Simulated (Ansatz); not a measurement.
# SrTl: the cost of one run

Program: Ansatz 0.2.0. Level of theory: DFT, LDA, PAW with Ansatz's default frozen-core files, scalar-relativistic. These are calculated values, not measurements.

1 further run of the same task is left out (it didn't finish).

## Step 1: Starting point

The structure is cubic, space group Pm-3m (No. 221). Conventional cell: a = 4.063 Å, b = 4.063 Å, c = 4.063 Å, α = 90.00°, β = 90.00°, γ = 90.00°. Sr (site symmetry m-3m) has 8 Tl at 3.52 Å as nearest neighbours. Tl (site symmetry m-3m) is surrounded by 8 Sr at 3.52 Å.

Coordinates:

```
Sr Tl
1.0
     4.06285    0.00000    0.00000
     0.00000    4.06285    0.00000
     0.00000    0.00000    4.06285
Sr Tl
1 1
Direct
  0.00000 0.00000 0.00000
  0.50000 0.50000 0.50000
```

Whether this phase is the stable one at these pressures isn't tested.

Atoms are numbered in the order of the input: Sr1, Tl2.

## Step 2: Volume scaled by 1, PAW

Input file input.yaml:

```yaml
crystal:
  lattice:
    - [4.06285299, 0.0, 0.0]
    - [0.0, 4.06285299, 0.0]
    - [0.0, 0.0, 4.06285299]
  atoms:
    - { symbol: Sr, position: [0.0, 0.0, 0.0] }
    - { symbol: Tl, position: [0.5, 0.5, 0.5] }
kpoints:
  mp_grid: { grid: [9, 9, 9] }
  band_path:
    path:
      - [0.0, 0.0, 0.0]
      - [0.0, 0.5, 0.0]
      - [0.5, 0.5, 0.0]
      - [0.0, 0.0, 0.0]
      - [0.5, 0.5, 0.5]
      - [0.0, 0.5, 0.0]
      - [0.5, 0.5, 0.5]
      - [0.5, 0.5, 0.0]
    npoints: 6
scf:
  occupations: { method: fermi_dirac, width: 0.05 }
hamiltonian:
  xc: lda
  pseudopotentials: { kind: paw }
output:
  forces: true
  stress: true
  eigenvalues: true
  efg: { contact_densities: true }
  populations: true
```

On the command line:

```sh
ansatz run input.yaml --threads 1 --pin off --max-ram 2048MiB --backend cpu --events-out ev --progress --plain --runs-dir out
```

What time and memory should one allow on 1 thread of AMD EPYC 7B13 (Zen 3), shared host?

About 3.9 s, with a peak of 0.45 GiB.
